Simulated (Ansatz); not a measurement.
# Alloy of SnO2 and TiO2 (6 of 24 Sn sites exchanged), 72 atoms, part 2 of 2

Ansatz 0.2.0, PAW.

## 3. HSE06 on the final geometry

in.yaml

```yaml
crystal:
  lattice:
    - [9.456357, 0.000000, 0.000000]
    - [0.000000, 9.447569, 0.000000]
    - [0.000000, 0.000000, 9.454704]
  atoms:
    - { symbol: Sn, position: [0.000152, 0.001539, 0.997684] }
    - { symbol: Sn, position: [0.001648, 0.000926, 0.336354] }
    - { symbol: Sn, position: [0.000618, 0.497272, 0.000670] }
    - { symbol: Sn, position: [0.999933, 0.501146, 0.334343] }
    - { symbol: Sn, position: [0.996819, 0.502301, 0.665747] }
    - { symbol: Sn, position: [0.497891, 0.003401, 0.000611] }
    - { symbol: Sn, position: [0.498309, 0.999311, 0.334421] }
    - { symbol: Sn, position: [0.501348, 0.998174, 0.665716] }
    - { symbol: Sn, position: [0.498980, 0.503654, 0.331092] }
    - { symbol: Sn, position: [0.501139, 0.500414, 0.669335] }
    - { symbol: Sn, position: [0.247395, 0.248339, 0.498313] }
    - { symbol: Sn, position: [0.249023, 0.249919, 0.835896] }
    - { symbol: Sn, position: [0.251324, 0.748244, 0.168847] }
    - { symbol: Sn, position: [0.250116, 0.749210, 0.831248] }
    - { symbol: Sn, position: [0.748669, 0.250666, 0.163627] }
    - { symbol: Sn, position: [0.750022, 0.249195, 0.503561] }
    - { symbol: Sn, position: [0.747415, 0.748552, 0.168812] }
    - { symbol: Sn, position: [0.749279, 0.750102, 0.830627] }
    - { symbol: Ti, position: [0.007079, 0.995884, 0.661457] }
    - { symbol: Ti, position: [0.508286, 0.495851, 0.995121] }
    - { symbol: Ti, position: [0.255605, 0.256554, 0.164407] }
    - { symbol: Ti, position: [0.253011, 0.745805, 0.501562] }
    - { symbol: Ti, position: [0.758485, 0.240583, 0.832509] }
    - { symbol: Ti, position: [0.755095, 0.755818, 0.502418] }
    - { symbol: O, position: [0.153127, 0.156107, 0.008260] }
    - { symbol: O, position: [0.155664, 0.154020, 0.325196] }
    - { symbol: O, position: [0.148437, 0.147862, 0.667609] }
    - { symbol: O, position: [0.149695, 0.654870, 0.999740] }
    - { symbol: O, position: [0.154067, 0.655772, 0.343773] }
    - { symbol: O, position: [0.155374, 0.653670, 0.657833] }
    - { symbol: O, position: [0.656410, 0.152712, 0.990181] }
    - { symbol: O, position: [0.652595, 0.152819, 0.333321] }
    - { symbol: O, position: [0.652562, 0.156457, 0.677289] }
    - { symbol: O, position: [0.650568, 0.647128, 0.999085] }
    - { symbol: O, position: [0.653589, 0.656595, 0.342582] }
    - { symbol: O, position: [0.654016, 0.655035, 0.658481] }
    - { symbol: O, position: [0.348865, 0.346860, 0.009369] }
    - { symbol: O, position: [0.343552, 0.347299, 0.325314] }
    - { symbol: O, position: [0.345772, 0.347554, 0.667024] }
    - { symbol: O, position: [0.341134, 0.853163, 0.999752] }
    - { symbol: O, position: [0.343668, 0.845401, 0.343769] }
    - { symbol: O, position: [0.347788, 0.842017, 0.657829] }
    - { symbol: O, position: [0.848820, 0.341002, 0.990378] }
    - { symbol: O, position: [0.845757, 0.347638, 0.333439] }
    - { symbol: O, position: [0.839931, 0.349513, 0.677155] }
    - { symbol: O, position: [0.844662, 0.848763, 0.999684] }
    - { symbol: O, position: [0.846255, 0.844811, 0.342278] }
    - { symbol: O, position: [0.848353, 0.848615, 0.657600] }
    - { symbol: O, position: [0.102305, 0.401132, 0.167923] }
    - { symbol: O, position: [0.091800, 0.398241, 0.501058] }
    - { symbol: O, position: [0.099939, 0.405498, 0.831872] }
    - { symbol: O, position: [0.093943, 0.898692, 0.168051] }
    - { symbol: O, position: [0.100026, 0.903684, 0.509938] }
    - { symbol: O, position: [0.092938, 0.904207, 0.823195] }
    - { symbol: O, position: [0.596681, 0.406886, 0.157969] }
    - { symbol: O, position: [0.592832, 0.399655, 0.499409] }
    - { symbol: O, position: [0.595940, 0.402089, 0.844137] }
    - { symbol: O, position: [0.594211, 0.901453, 0.166770] }
    - { symbol: O, position: [0.605300, 0.903100, 0.500152] }
    - { symbol: O, position: [0.593178, 0.898689, 0.833877] }
    - { symbol: O, position: [0.400530, 0.103708, 0.167893] }
    - { symbol: O, position: [0.404322, 0.100067, 0.500961] }
    - { symbol: O, position: [0.398421, 0.094769, 0.831848] }
    - { symbol: O, position: [0.406723, 0.598391, 0.159157] }
    - { symbol: O, position: [0.395904, 0.598603, 0.500653] }
    - { symbol: O, position: [0.403871, 0.594843, 0.841710] }
    - { symbol: O, position: [0.898924, 0.094519, 0.167134] }
    - { symbol: O, position: [0.906680, 0.097877, 0.509318] }
    - { symbol: O, position: [0.900818, 0.097902, 0.824488] }
    - { symbol: O, position: [0.900763, 0.595734, 0.166866] }
    - { symbol: O, position: [0.896939, 0.601174, 0.500044] }
    - { symbol: O, position: [0.905098, 0.601386, 0.833738] }
  symmetry: { detect: false }
kpoints:
  mp_grid: { grid: [1, 1, 1], shift: [0.25, 0.25, 0.25] }
hamiltonian:
  xc: hse06
scf:
  occupations: { method: fermi_dirac, width: 0.01 }
output:
  forces: true
  eigenvalues: true
  populations: true
  eigenstates: { kpoints: [[0.25, 0.25, 0.25]], e_range: [-6.0, 6.0], localisation: true }
```

On the command line:

```sh
$ ansatz run in.yaml --threads 4 --pin off --max-ram 61750MiB --runs-dir r --events-out ev --progress --plain --backend cuda --devices 0, --max-vram 37GiB
```

The program printed:

```text
Pseudopotentials: kind: paw
Functional definition: HSE06
  parameter a = 0.25
  parameter omega = 0.11/bohr
  exchange = pbe_x - a*pbe_x_sr(omega) + a*exact_x_sr(omega)
  correlation = pbe_c
Crystal: 72 atoms, lattice volume = 844.679 Å³
Basis set: ecut = 420 eV, 16519 PW (Γ), exchange–correlation on 128×128×128 points (8 copies of the dense FFT grid, shifted against one another)
Bands: 378, of which v1, the nominal top of the filled ones, is band 306 counted from 1 (305 counted from 0)
Symmetry: 1 space group operations
k-points: 1
Non-local potential: Sn, projectors of the file, l = 0: 2, l = 1: 2, l = 2: 2, l = 3: 2
Non-local potential: Ti, projectors of the file, l = 0: 3, l = 1: 2, l = 2: 3, l = 3: 1
Non-local potential: O, projectors of the file, l = 0: 2, l = 1: 2, l = 2: 1
PAW form: soft (Blöchl's): semilocal exchange-correlation on the pseudo side does not see the compensation charge
PAW frozen core: Sn, regenerated for the run's functional, and the local potential with it (the file was generated under x = pbe(κ = 0.804, μ = 0.2195149727645171), c = pbe(β = 0.06672455060314922))
PAW frozen core: Ti, regenerated for the run's functional, and the local potential with it (the file was generated under x = pbe(κ = 0.804, μ = 0.2195149727645171), c = pbe(β = 0.06672455060314922))
PAW frozen core: O, regenerated for the run's functional, and the local potential with it (the file was generated under x = pbe(κ = 0.804, μ = 0.2195149727645171), c = pbe(β = 0.06672455060314922))
PAW one-centre angular grid: Sn, 590 points (default); XC on 64 Gauss nodes
PAW one-centre angular grid: Ti, 590 points (default); XC on 64 Gauss nodes
PAW one-centre angular grid: O, 110 points (default); XC on 96 Gauss nodes
Initial density: superposition of atomic densities (neutral atoms: chi_scale 0, normalization atom), corrected by the library's trained network
Initial wavefunctions: pseudopotential atomic-orbital guess
Functional: x = pbe(κ = 0.804, μ = 0.2195149727645171), c = pbe(β = 0.06672455060314922), warm-up for x = pbe(κ = 0.804, μ = 0.2195149727645171) + 0.25 (exact − pbe) at short range (hse, ω = 0.20786987370883472 Å⁻¹), c = pbe(β = 0.06672455060314922); HSE06 as pw.x's `hse` composes it (authors' and Libxc's form: `xc: wpbeh`)
SCF iter   1: F=—  HF=-150691.586907 eV  |F-HF|=—  |Δ(HF+E_count)|=         —  Δρ=3.02e-3  dr2=6.48e-2  ethr=1.77e-3  ⟨swp⟩=6.0  Hψ=1698  notcnv=0
preconditioner: auto → none  [insulator: Δε(μ)=2.582 eV  Ē_g=16.708 eV  σ=0.010 eV  W_gap=1.00  n_scr=250 (ndim 8)  ℏωp=30.3 eV  f_vac=0.026  D(μ)=0.00/eV (n_scr^D=0)]
SCF iter   2: F=—  HF=-150691.616176 eV  |F-HF|=—  |Δ(HF+E_count)|=   2.93e-2  Δρ=3.23e-3  dr2=8.82e-2  ethr=1.06e-5  ⟨swp⟩=14.0  Hψ=1365  notcnv=0  defer=4
SCF iter   3: F=—  HF=-150691.602871 eV  |F-HF|=—  |Δ(HF+E_count)|=   1.33e-2  Δρ=1.09e-3  dr2=9.28e-3  ethr=1.06e-5  ⟨swp⟩=8.0  Hψ=998  notcnv=0  defer=1
SCF iter   4: F=—  HF=-150691.604850 eV  |F-HF|=—  |Δ(HF+E_count)|=   1.98e-3  Δρ=8.50e-4  dr2=6.83e-3  ethr=1.52e-6  ⟨swp⟩=7.0  Hψ=1055  notcnv=0  defer=4
iter 5 solved again at ethr=2.44e-8 eV; its pass at ethr=1.12e-6 eV (dr2=1.50e-4 eV) is discarded
SCF iter   5: F=-150691.603878 eV  HF=-150691.603837 eV  |F-HF|=4.11e-5  |Δ(HF+E_count)|=   1.01e-3  Δρ=1.54e-4  dr2=9.11e-5  ethr=2.44e-8  ⟨swp⟩=6.0  Hψ=1827  notcnv=0  defer=4
eigensolver tolerance schedule: the retry pair's looser diagonalisation over-reported the residual by 0.64 of it (diagonalisation noise at 0.66 of the residual, at the tolerance the schedule requests for it); recorded, not acted on — ethr = c·dr2/N_el stays at c = 1.0e-1
SCF 1 stopped early in 5 iterations: F = -150691.603878 eV  dr2 = 9.11e-5
Initial density: handed on by an earlier stage of this run
Initial wavefunctions: those handed on with the density
Functional: x = pbe(κ = 0.804, μ = 0.2195149727645171) + 0.25 (exact − pbe) at short range (hse, ω = 0.20786987370883472 Å⁻¹), c = pbe(β = 0.06672455060314922); HSE06 as pw.x's `hse` composes it (authors' and Libxc's form: `xc: wpbeh`)
Exchange kernel: α = 0.2500, screened, ω = 0.2079 Å⁻¹, Wigner–Seitz truncation, v(0) = 877.0534 eV·Å³, q-mesh 1×1×1, nearest image of the exchange supercell L = 9.45 Å, pair-density grid 48×48×48, without the augmentation charges, whose exchange is taken in its separable form (sized by the pseudopotential files, 64×64×64 at the most)
Frozen-core exchange: fock
SCF iter   1: F=—  HF=-150756.603287 eV  |F-HF|=—  |Δ(HF+E_count)|=         —  Δρ=2.05e-2  dr2=5.23e0  ethr=1.49e-7  ⟨swp⟩=16.0  Hψ=2323  notcnv=0
preconditioner: auto → none  [insulator: Δε(μ)=4.698 eV  Ē_g=19.577 eV  σ=0.010 eV  W_gap=1.00  n_scr=250 (ndim 8)  ℏωp=30.3 eV  f_vac=0.026  D(μ)=0.00/eV (n_scr^D=0)]
SCF iter   2: F=—  HF=-150756.330731 eV  |F-HF|=—  |Δ(HF+E_count)|=   2.73e-1  Δρ=2.13e-2  dr2=5.39e0  ethr=1.49e-7  ⟨swp⟩=6.0  Hψ=1944  notcnv=0
SCF iter   3: F=—  HF=-150755.323960 eV  |F-HF|=—  |Δ(HF+E_count)|=    1.01e0  Δρ=4.96e-3  dr2=2.00e-1  ethr=1.49e-7  ⟨swp⟩=6.0  Hψ=1872  notcnv=0
SCF iter   4: F=—  HF=-150755.639859 eV  |F-HF|=—  |Δ(HF+E_count)|=   3.16e-1  Δρ=2.29e-3  dr2=4.76e-2  ethr=1.49e-7  ⟨swp⟩=6.0  Hψ=1738  notcnv=0
[... 4 lines left out ...]
SCF iter   9: F=-150755.633019 eV  HF=-150755.633046 eV  |F-HF|=2.70e-5  |Δ(HF+E_count)|=   7.16e-5  Δρ=5.42e-5  dr2=5.64e-5  ethr=5.56e-8  ⟨swp⟩=6.0  Hψ=795  notcnv=0
SCF 2 stopped early in 9 iterations: F = -150755.633019 eV  dr2 = 5.64e-5
  Residual-converged pass: ⟨swp⟩=4.0  Hψ=1135  notcnv=0  max |occ|·‖R‖ = 6.1e-6 eV (tolerance 6.7e-6 eV)  dr2=5.67e-5  dr2_onsite=3.05e-6  max |Δocc| = 0.0e0
hybrid outer 1: dexx = +3.830e-1 eV, tail = 1.16e-3 eV
SCF iter   1: F=—  HF=-150755.620286 eV  |F-HF|=—  |Δ(HF+E_count)|=         —  Δρ=8.54e-5  dr2=4.18e-5  ethr=9.48e-7  ⟨swp⟩=11.0  Hψ=881  notcnv=0
preconditioner: auto → none  [insulator: Δε(μ)=4.332 eV  Ē_g=19.251 eV  σ=0.010 eV  W_gap=1.00  n_scr=250 (ndim 8)  ℏωp=30.3 eV  f_vac=0.032  D(μ)=0.00/eV (n_scr^D=0)]
SCF iter   2: F=—  HF=-150755.620300 eV  |F-HF|=—  |Δ(HF+E_count)|=   1.49e-5  Δρ=2.94e-5  dr2=1.40e-5  ethr=5.70e-9  ⟨swp⟩=4.0  Hψ=1149  notcnv=0
[... 3 lines of SCF cycles left out ...]
SCF iter   6: F=—  HF=-150755.620332 eV  |F-HF|=—  |Δ(HF+E_count)|=   3.29e-8  Δρ=4.22e-6  dr2=2.32e-7  ethr=6.14e-11  ⟨swp⟩=5.0  Hψ=820  notcnv=0
SCF iter   7: F=-150755.620332 eV  HF=-150755.620332 eV  |F-HF|=2.36e-9  |Δ(HF+E_count)|=   5.30e-8  Δρ=7.04e-7  dr2=6.53e-9  ethr=3.69e-11  ⟨swp⟩=3.0  Hψ=693  notcnv=0
SCF 3 converged in 7 iterations: F = -150755.620332 eV  dr2 = 6.53e-9
  Residual-converged pass: ⟨swp⟩=3.0  Hψ=828  notcnv=0  max |occ|·‖R‖ = 1.6e-6 eV (tolerance 2.7e-6 eV)  dr2=6.45e-9  dr2_onsite=3.87e-10  max |Δocc| = 0.0e0
[... from here the SCF cycle lines were not kept, up to the last twenty ...]
hybrid outer 2: dexx = +2.892e-5 eV, tail = 6.35e-7 eV, Δε = 3.94e-3 eV (about 1.09e-4 eV left of the loop's levels), ΔF = 1.10e-2 eV/Å (tail 1.51e-3)
SCF iter   1: F=—  HF=-150755.620324 eV  |F-HF|=—  |Δ(HF+E_count)|=         —  Δρ=2.39e-6  dr2=6.52e-8  ethr=5.19e-10  ⟨swp⟩=16.0  Hψ=1025  notcnv=0
preconditioner: auto → none  [insulator: Δε(μ)=4.331 eV  Ē_g=19.250 eV  σ=0.010 eV  W_gap=1.00  n_scr=250 (ndim 8)  ℏωp=30.3 eV  f_vac=0.032  D(μ)=0.00/eV (n_scr^D=0)]
SCF iter   2: F=-150755.620324 eV  HF=-150755.620324 eV  |F-HF|=2.59e-9  |Δ(HF+E_count)|=   1.49e-8  Δρ=6.69e-7  dr2=8.11e-9  ethr=9.02e-12  ⟨swp⟩=3.0  Hψ=743  notcnv=0
SCF 4 converged in 2 iterations: F = -150755.620324 eV  dr2 = 8.11e-9
  Residual-converged pass: ⟨swp⟩=3.0  Hψ=709  notcnv=0  max |occ|·‖R‖ = 3.5e-6 eV (tolerance 4.3e-6 eV)  dr2=8.11e-9  dr2_onsite=6.09e-10  max |Δocc| = 0.0e0
hybrid outer 3: dexx = +1.946e-8 eV, tail = 1.81e-8 eV, Δε = 9.68e-5 eV (about 1.76e-5 eV left of the loop's levels), ΔF = 1.38e-4 eV/Å (tail 2.64e-4)
NSCF: frozen V_eff on 1 k-points
hybrid SCF converged: 3 outer / 18 inner (+5 warm-up), last move |dexx| = 1.95e-8 eV, tail = 1.81e-8 eV
Stability not checked: this state was not tested for a lower state beside it, because the functional holds exact exchange (a hybrid, or Hartree-Fock), whose exchange loop this test does not read (fock_operator; see scf.lower_state_search)
Free energy (F): -150755.620324 eV
Harris-Foulkes:  -150755.620324 eV  (|F-HF|=2.59e-9)
Internal energy: -150755.620324 eV  (E = F + TS)
E sigma→0 (E₀):  -150755.620324 eV
Fermi energy:    10.002691 eV
--- Per-component energies (eV) ---
  E_band       = -3632.284566
  E_kinetic    = 13505.300719
  E_local      = -35201.658404  (includes V_loc(G=0)·N_el)
  E_nonlocal   = 1711.216594
  E_hartree    = 17016.946266
  E_xc         = -8677.436741
  E_vxc        = -5521.946870  (∫ρ·V_xc dr)
  E_exx        = -1839.373706  (= α·E_x^exact, valence–valence)
  E_paw        = -89068.493251  (= ΣΔE_a)
  E_vpaw       = -8480.462947  (= ΣTr[D̂ρ^β])
  E_aug_tail   = 0.119041  (compensation charges beyond the density's cutoff)
  E_ewald      = -48204.589246
  E_core_change = 2.348411  (= ΣΔE_core)
  E_smearing   = -0.000000  (= −TS)
  E_closure    = -0.000008  (closes the sum)
  Σ components = -150755.620324   (vs F -150755.620324, Δ=0.00e0)
--- Forces (eV/Å), atoms counted from 1 ---
  atom   1  Sn    -0.00961601    -0.01839494     0.07635746
  atom   2  Sn     0.01714293    -0.01559676    -0.07890194
  atom   3  Sn     0.01826722     0.02339388    -0.06708747
  atom   4  Sn    -0.00287204    -0.00639909     0.03265384
  atom   5  Sn     0.01420332     0.00718830     0.03702753
  atom   6  Sn    -0.02124206    -0.01995122    -0.06632188
  atom   7  Sn     0.00887534     0.01878972     0.02804648
  atom   8  Sn    -0.00902006    -0.00184486     0.03867505
  atom   9  Sn    -0.00870050     0.00129949    -0.02374236
  atom  10  Sn    -0.02319164    -0.01760750    -0.03673372
  atom  11  Sn     0.00618498     0.00555320    -0.02752883
  atom  12  Sn     0.00792462     0.00416396    -0.01971942
  atom  13  Sn    -0.01576750     0.00846844    -0.04175631
  atom  14  Sn     0.00453132    -0.00994087     0.01064451
  atom  15  Sn     0.00540904    -0.00814740    -0.00555210
  atom  16  Sn    -0.02221539     0.01318197     0.01518052
  atom  17  Sn    -0.00732442    -0.00973817     0.02414312
  atom  18  Sn    -0.00067976    -0.00416753     0.01842178
  atom  19  Ti     0.03311178     0.03407723    -0.04655375
  atom  20  Ti     0.00567156     0.05095966     0.02753833
  atom  21  Ti    -0.00999212    -0.00716522     0.05538122
  atom  22  Ti     0.04653429    -0.05022881     0.03866245
  atom  23  Ti     0.02657505    -0.03471895    -0.03829472
  atom  24  Ti    -0.04155934    -0.03830733    -0.05640240
  atom  25  O     -0.00143620    -0.01090653    -0.15538442
  atom  26  O     -0.03224618    -0.03089560     0.15971949
  atom  27  O      0.05256603     0.04932750    -0.01783235
  atom  28  O      0.05434604     0.02216235     0.00061380
  atom  29  O     -0.01190767    -0.03811163    -0.13846549
  atom  30  O      0.00188332    -0.00117945     0.12494867
  atom  31  O     -0.01136402    -0.01957181     0.12445211
  atom  32  O      0.04046858     0.03658579     0.00101927
  atom  33  O      0.03350669    -0.01364140    -0.11769486
  atom  34  O      0.06482083     0.07753348     0.00394608
  atom  35  O     -0.01367169    -0.02155535    -0.15296653
  atom  36  O      0.01616029     0.00367854     0.14396752
  atom  37  O     -0.07367019    -0.06858325    -0.08745323
  atom  38  O      0.02788468     0.02010522     0.07588925
  atom  39  O     -0.04586980    -0.05564640     0.00108500
  atom  40  O     -0.00972289    -0.07159531    -0.00251384
  atom  41  O      0.03330535     0.01786197    -0.13812192
  atom  42  O     -0.00639279     0.00073086     0.12752703
  atom  43  O      0.01313569     0.01603861     0.13158017
  atom  44  O     -0.03236467    -0.04427927    -0.00150556
  atom  45  O      0.02052944    -0.03581822    -0.12121882
  atom  46  O     -0.04321361    -0.06158738    -0.00181421
  atom  47  O      0.02435432     0.03763670    -0.08865811
  atom  48  O     -0.04711950    -0.05511969     0.08580216
  atom  49  O     -0.11874098     0.10813832    -0.01928978
  atom  50  O     -0.04872173     0.08985548    -0.00014903
  atom  51  O     -0.04958585     0.00295406     0.01554145
  atom  52  O     -0.02740103     0.06191940     0.00300009
  atom  53  O     -0.11502177     0.12129988    -0.05244238
  atom  54  O      0.00144795     0.02492903     0.12907561
  atom  55  O      0.06204327    -0.05059857     0.11329018
  atom  56  O     -0.03759040     0.08494005     0.01114282
  atom  57  O     -0.11001249     0.12779541    -0.07160286
  atom  58  O     -0.06323877     0.08093558     0.00515296
  atom  59  O     -0.11617503     0.08759549     0.01925354
  atom  60  O     -0.00017154     0.05445867    -0.02396307
  atom  61  O      0.10740904    -0.11945889    -0.01720170
  atom  62  O      0.06004362    -0.08358236     0.00173179
  atom  63  O      0.04691581    -0.00670883     0.01511385
  atom  64  O     -0.02796337     0.03301184     0.16806367
  atom  65  O      0.05883173    -0.03752410    -0.01481462
  atom  66  O      0.04640340    -0.02325011    -0.14862641
  atom  67  O      0.04759169    -0.01277766     0.00224093
  atom  68  O      0.03177709    -0.03361055    -0.14844219
  atom  69  O     -0.00968618     0.02818937     0.15969266
  atom  70  O      0.08425536    -0.06467547     0.00117317
  atom  71  O      0.09352603    -0.10595983     0.02109868
  atom  72  O      0.00782255    -0.04589044    -0.02009915
  max |Σ_I F_I| component: 2.27e-5 eV/Å
--- Band table (eV) ---
  k-point 0: bands = [... 294 lower levels ..., "7.1767", "7.2295", "7.2597", "7.2870", "7.3113", "7.3611", "7.3775", "7.4199", "7.4366", "7.4836", "7.5642", "7.8371", "12.1683", "12.2399", "12.2932", "12.3361", "12.4213", "12.4722", "12.4934", "12.6161", "12.6651", "12.7328", "12.7822", "12.8242", ... 60 higher levels ...]
--- Löwdin populations: 72 sites ---
  site symbol       q [e]
     0     Sn     12.1727
     1     Sn     12.1800
     2     Sn     12.1598
     3     Sn     12.1654
     4     Sn     12.1630
     5     Sn     12.1595
     6     Sn     12.1652
     7     Sn     12.1631
     8     Sn     12.1791
     9     Sn     12.1759
    10     Sn     12.1602
    11     Sn     12.1695
    12     Sn     12.1680
    13     Sn     12.1698
    14     Sn     12.1681
    15     Sn     12.1652
    16     Sn     12.1607
    17     Sn     12.1693
    18     Ti     10.3757
    19     Ti     10.3745
    20     Ti     10.3613
    21     Ti     10.3647
    22     Ti     10.3696
    23     Ti     10.3628
    24      O      6.8280
    25      O      6.8380
    26      O      6.8129
    27      O      6.8533
    28      O      6.8158
    29      O      6.8110
    30      O      6.8170
    31      O      6.8542
    32      O      6.8092
    33      O      6.8122
    34      O      6.8341
    35      O      6.8271
    36      O      6.7784
    37      O      6.8007
    38      O      6.8498
    39      O      6.8534
    40      O      6.8181
    41      O      6.8132
    42      O      6.8190
    43      O      6.8543
    44      O      6.8120
    45      O      6.8492
    46      O      6.8015
    47      O      6.7823
    48      O      6.8241
    49      O      6.8503
    50      O      6.8522
    51      O      6.8500
    52      O      6.7676
    53      O      6.8016
    54      O      6.8062
    55      O      6.8479
    56      O      6.7708
    57      O      6.8497
    58      O      6.8226
    59      O      6.8521
    60      O      6.8237
    61      O      6.8503
    62      O      6.8515
    63      O      6.8478
    64      O      6.8011
    65      O      6.8244
    66      O      6.8526
    67      O      6.8185
    68      O      6.7805
    69      O      6.8501
    70      O      6.8213
    71      O      6.8513
  spilling = 0.005170 (of n_electrons = 612.000000)
```

Run time: 45 s. Hardware: 1 × NVIDIA H100 80GB HBM3 with 4 threads of AMD EPYC 7R13, shared host; peak host memory 2.8 GiB.

Top filled level 7.837 eV, lowest empty level 12.168 eV: 4.33 eV apart at the single k point (¼, ¼, ¼).

Frontier states and how far they spread:

| level (eV) | spin | filling | atoms sharing it | main element | its share | largest atom |
| --- | --- | --- | --- | --- | --- | --- |
| -0.27 | both | 2.00 | 27.0 | O | 0.98 | – |
| 0.00 | both | 2.00 | 43.2 | O | 0.98 | – |
| 4.33 | both | 0.00 | 10.9 | Ti | 0.67 | Ti22 (0.18) |
| 4.40 | both | 0.00 | 12.4 | Ti | 0.61 | Ti21 (0.18) |
| 4.46 | both | 0.00 | 10.8 | Ti | 0.70 | Ti22 (0.19) |
| 4.50 | both | 0.00 | 9.1 | Ti | 0.65 | Ti23 (0.27) |
| 4.58 | both | 0.00 | 10.7 | Ti | 0.70 | Ti19 (0.18) |
| 4.64 | both | 0.00 | 10.2 | Ti | 0.67 | Ti19 (0.24) |

The largest force by HSE06 is 0.18 eV/Å, on O57: the geometry is not this level's minimum.

## 4. Results

This closing draws on all 2 parts. Changes of volume or cell count from the first structure of part 1.

| level | time | top filled to lowest empty (eV) |
| --- | --- | --- |
| PBEsol, relaxation | 24 s (GPU) | 2.49 |
| HSE06 | 45 s (GPU) | 4.33 |

| quantity | value |
| --- | --- |
| relaxation | 7 recorded steps, 3.14 eV gained |
| largest shift | 0.14 Å (O33 and others alike) |
| relaxed cell | a = 9.456 Å, b = 9.448 Å, c = 9.455 Å, α = 90.00°, β = 90.00°, γ = 90.00° |
| mean bonds | O–Sn 2.065, O–Ti 1.979 Å |

**In words.** The relaxation lowers the energy by 3.14 eV; the largest shift is 0.14 Å (O33 and others alike), while the volume changes by +0.3 %. The mean lengths of the listed bonds run from O–Ti 1.98 Å to O–Sn 2.07 Å. At the same k points, PBEsol gives a spacing 1.85 eV smaller than the 4.33 eV of HSE06. With one k point the spacing samples only the states that fold onto it, so it can exceed the gap over the zone.
